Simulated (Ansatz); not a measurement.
# CrNiSb₂, space group P-3m1: a comparison of magnetic orders

Computed with Ansatz 0.2.0, Python API.

`crnisb2_orders.py`:
```python
import warnings

import ansatz as az
import numpy as np
from tabulate import tabulate


def count_gap(report):
    # lowest empty less highest filled band, counting bands; zero where they overlap
    return max(report.get('gap_by_band_count_ev') or 0.0, 0.0)

CELL = [
    (4.027162, 0.0, 0.0),
    (-2.013581, 3.487625, 0.0),
    (0.0, 0.0, 5.444078),
]
ATOMS = [
    ('Cr', (0.0, 0.0, 0.0)),
    ('Ni', (0.0, 0.0, 0.5)),
    ('Sb', (1 / 3, 2 / 3, 0.269848)),
    ('Sb', (2 / 3, 1 / 3, 0.730152)),
]


def with_moments(moments):
    crystal = az.Crystal(lattice=az.Lattice.of(CELL))
    for (symbol, position), moment in zip(ATOMS, moments):
        crystal = crystal.atom(symbol, position, moment=moment or None)
    return crystal

warnings.simplefilter('ignore', az.DeckWarning)

orders = {
    'FM': [3, 1.5, 0, 0],
    'AFM': [3, -1.5, 0, 0],
}

rows = []
for label, moments in orders.items():
    model = (
        with_moments(moments).calculation()
        .occupations('Fermi-Dirac', width=100 * az.meV)
        .kpoints(spacing=0.32)
        .pseudopotentials('paw')
        .functional('pbesol')
        .spin('collinear')
        .band_table()
    )
    report = model.run(threads=1, pin='off').report
    rows.append((label, report['free_energy_ev'], report['magnetization_mub'], report['absolute_magnetization_mub'], max(abs(m) for m in report['site_moments_mub']), count_gap(report)))
    print(label, 'site moments:', [round(m, 2) for m in report['site_moments_mub']])

lowest = min(row[1] for row in rows)
rows = [(row[0], 1000 * (row[1] - lowest) / 2, *row[2:]) for row in sorted(rows, key=lambda row: row[1])]
print(tabulate(rows, headers=['order', 'meV/magnetic atom', 'net muB', 'absolute muB', 'largest site muB', 'gap by band count eV'], floatfmt='.4f', tablefmt='plain'))
print('lowest of these starts:', rows[0][0])
```

Output of `python crnisb2_orders.py`:
```text
FM site moments: [2.89, 0.14, -0.04, -0.04]
RunWarning: the starting moments were not kept: 1 of 2 ended reversed and 1 kept their direction, counting a site from 0.1 μB. The largest reversed, site 1 (counted from 0, in the order of the report's site_moments_mub), started with -1.5 μB and closes at +1.4e-1 μB in its sphere. The SCF closed on another magnetic arrangement than the starting moments describe; that does not show which of the two is lower. To try another start: change the starting moments (crystal.atoms[].spin, [...]
AFM site moments: [2.89, 0.14, -0.04, -0.04]
order      meV/magnetic atom    net muB    absolute muB    largest site muB    gap by band count eV
FM                    0.0000     3.1538          3.5548              2.8898                  0.0000
AFM                   0.0000     3.1538          3.5548              2.8898                  0.0000
lowest of these starts: FM
```
(Warnings from the package without file and line, shortened.)

Caveats:
- The SCF didn't keep the moments it started from (some shrank, vanished or turned); what is printed is the state reached.
- For a metal this k-point mesh is coarse: on a finer one energies can move by several to tens of meV an atom and pressures by half a GPa or more, differences at one mesh by less.
- A gap by band count of zero or less means overlapping bands, a metal.
- The structure comes from a database of computed cells and needn't be a stable or known phase.
- Gaps and levels are Kohn-Sham values on a finite set of k-points, without spin-orbit coupling.
- Each row is the state reached from that start at the given structure, not necessarily the lowest of its order; other orders weren't tried.
- The script silences the warnings on its input, which a real study should read.
- Hardware and time: 12 s on 1 thread of AMD EPYC 9R14 (Zen 4) (shared host), peak memory 0.58 GiB.
